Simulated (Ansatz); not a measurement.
# C4H12FGaN2: up Jacob's ladder to CCSD(T)

The task here is to estimate one member of a computed series from the others.

Computed with Ansatz 0.2.0, Gaussian basis. Level: functionals in def2-TZVPP, the program's frozen cores in correlated methods.

The runs, in order: LDA (SPW92), PBE-D4, revPBE-D4, BLYP-D4, r2SCAN-D4, B97M-V, PBE0-D4, B3LYP-D4, r2SCANh-D4, r2SCAN0-D4, HSE06-D4, BHLYP-D4, CAM-B3LYP-D4, LC-ωPBE, ωB97X-V, ωB97M-V, B2PLYP, PBE-QIDH; CCSD(T)/def2-SVP; CCSD(T)/def2-TZVPP; MP2/def2-QZVPP; extrapolation to the limit; RPA on PBE.

### Structure used throughout

An earlier PBE0-D4 in a triple-zeta def2 set relaxation fixed the geometry.

SMILES `C[N](C)[Ga]([F])[N](C)C`, 20 atoms, charge 0, spin multiplicity 1.

Atoms are counted from 1 here; the program's logs count them from 0.

Bond lengths: C1–N2 1.438 Å, C1–H9 1.091 Å, C1–H10 1.100 Å, C1–H11 1.100 Å, N2–C3 1.443 Å, N2–Ga4 1.805 Å, C3–H12 1.100 Å, C3–H13 1.091 Å, C3–H14 1.100 Å, Ga4–F5 1.765 Å, Ga4–N6 1.805 Å, N6–C7 1.438 Å, N6–C8 1.443 Å, C7–H15 1.100 Å, C7–H16 1.100 Å, C7–H17 1.091 Å, C8–H18 1.100 Å, C8–H19 1.091 Å and more. Angles: N2–C1–H9 111.5°, N2–C1–H10 111.6°, N2–C1–H11 111.5°, H9–C1–H10 107.5°, H9–C1–H11 107.4°, H10–C1–H11 107.1°, C1–N2–C3 113.4°, C1–N2–Ga4 126.1°, C3–N2–Ga4 120.5°, N2–C3–H12 111.3°, N2–C3–H13 110.7°, N2–C3–H14 111.4°, H12–C3–H13 108.0°, H12–C3–H14 107.3°, H13–C3–H14 108.0°, N2–Ga4–F5 113.3°, N2–Ga4–N6 133.5°, F5–Ga4–N6 113.3° and more.

As a file:

```mol
C4H12FGaN2
  3D, bonds by distance, orders not assigned

 20 19  0  0  0  0  0  0  0  0999 V2000
    0.6049   -1.8861    1.2903 C   0  0
    0.6156   -1.5378   -0.1048 N   0  0
    1.1306   -2.5850   -0.9530 C   0  0
    0.0672    0.0291   -0.8143 Ga  0  0
    0.2263    0.0928   -2.5710 F   0  0
   -0.6090    1.5450   -0.1040 N   0  0
   -0.8458    1.7946    1.2922 C   0  0
   -0.9673    2.6547   -0.9534 C   0  0
    0.2059   -1.0758    1.9024 H   0  0
    1.6169   -2.1105    1.6586 H   0  0
   -0.0133   -2.7762    1.4783 H   0  0
    0.5318   -3.5030   -0.8630 H   0  0
    1.1179   -2.2757   -1.9990 H   0  0
    2.1663   -2.8425   -0.6874 H   0  0
   -1.9071    2.0059    1.4898 H   0  0
   -0.2706    2.6612    1.6501 H   0  0
   -0.5628    0.9381    1.9059 H   0  0
   -0.3954    3.5576   -0.6946 H   0  0
   -0.7697    2.4191   -2.0001 H   0  0
   -2.0340    2.9041   -0.8570 H   0  0
  1  2  8  0
  2  3  8  0
  2  4  8  0
  4  5  8  0
  4  6  8  0
  6  7  8  0
  6  8  8  0
  1  9  8  0
  1 10  8  0
  1 11  8  0
  3 12  8  0
  3 13  8  0
  3 14  8  0
  7 15  8  0
  7 16  8  0
  7 17  8  0
  8 18  8  0
  8 19  8  0
  8 20  8  0
M  END
```

Set-up of the first run:

in.yaml

```yaml
crystal:
  periodic: [false, false, false]
  atoms:
    - {symbol: C, position_ang: [0.604886, -1.886070, 1.290330]}
    - {symbol: N, position_ang: [0.615638, -1.537788, -0.104801]}
    - {symbol: C, position_ang: [1.130605, -2.584992, -0.952974]}
    - {symbol: Ga, position_ang: [0.067212, 0.029144, -0.814302]}
    - {symbol: F, position_ang: [0.226260, 0.092826, -2.570976]}
    - {symbol: N, position_ang: [-0.608971, 1.544965, -0.104027]}
    - {symbol: C, position_ang: [-0.845844, 1.794581, 1.292159]}
    - {symbol: C, position_ang: [-0.967344, 2.654654, -0.953422]}
    - {symbol: H, position_ang: [0.205877, -1.075814, 1.902397]}
    - {symbol: H, position_ang: [1.616853, -2.110506, 1.658582]}
    - {symbol: H, position_ang: [-0.013327, -2.776239, 1.478348]}
    - {symbol: H, position_ang: [0.531842, -3.502976, -0.862981]}
    - {symbol: H, position_ang: [1.117880, -2.275710, -1.999009]}
    - {symbol: H, position_ang: [2.166259, -2.842494, -0.687424]}
    - {symbol: H, position_ang: [-1.907105, 2.005877, 1.489839]}
    - {symbol: H, position_ang: [-0.270633, 2.661192, 1.650111]}
    - {symbol: H, position_ang: [-0.562763, 0.938119, 1.905901]}
    - {symbol: H, position_ang: [-0.395441, 3.557601, -0.694622]}
    - {symbol: H, position_ang: [-0.769653, 2.419124, -2.000057]}
    - {symbol: H, position_ang: [-2.034029, 2.904105, -0.856973]}
basis:
  gaussian: {orbitals: def2-TZVPP}
hamiltonian: {xc: lda}
output: {orbitals: {seedname: orbitals}}
```

Command:

```bash
ansatz run in.yaml --threads 4 --pin off --events-out ev --progress --plain --max-ram 66560MiB --backend cuda --devices 0, --max-vram 37GiB
```

Steps of the session up to this table: LDA; PBE-D4 (GGA); revPBE-D4 (GGA); BLYP-D4 (GGA); r2SCAN-D4 (meta-GGA); B97M-V (meta-GGA); PBE0-D4 (hybrid); B3LYP-D4 (hybrid); r2SCANh-D4 (hybrid); r2SCAN0-D4 (hybrid); HSE06-D4 (hybrid); BHLYP-D4 (hybrid); CAM-B3LYP-D4 (range-separated); LC-ωPBE (range-separated); ωB97X-V (range-separated); ωB97M-V (range-separated); B2PLYP (double hybrid); PBE-QIDH (double hybrid).

One table of the session follows, with a row left open; its other results are not shown here.

It belongs to the step «Frontier levels by functional». 

| functional | HOMO (eV) | gap (eV) |
| --- | --- | --- |
| LDA (SPW92) | -4.95 | 3.61 |
| PBE-D4 | ? | ? |
| revPBE-D4 | -4.76 | 3.86 |
| BLYP-D4 | -4.72 | 3.72 |
| r2SCAN-D4 | -5.05 | 4.29 |
| B97M-V | -5.19 | 4.19 |
| PBE0-D4 | -6.09 | 6.02 |
| B3LYP-D4 | -5.90 | 5.50 |
| r2SCANh-D4 | -5.53 | 5.11 |
| r2SCAN0-D4 | -6.26 | 6.35 |
| HSE06-D4 | -5.70 | 5.24 |
| BHLYP-D4 | -7.33 | 8.13 |
| CAM-B3LYP-D4 | -7.45 | 8.35 |
| LC-ωPBE | -8.75 | 11.03 |
| ωB97X-V | -8.44 | 10.43 |
| ωB97M-V | -8.37 | 10.07 |

Estimate the missing values for PBE-D4.

The run gave: HOMO (eV): -4.82; gap (eV): 3.77. In the column «HOMO (eV)» it lies between LDA (SPW92) (-4.95) and revPBE-D4 (-4.76).
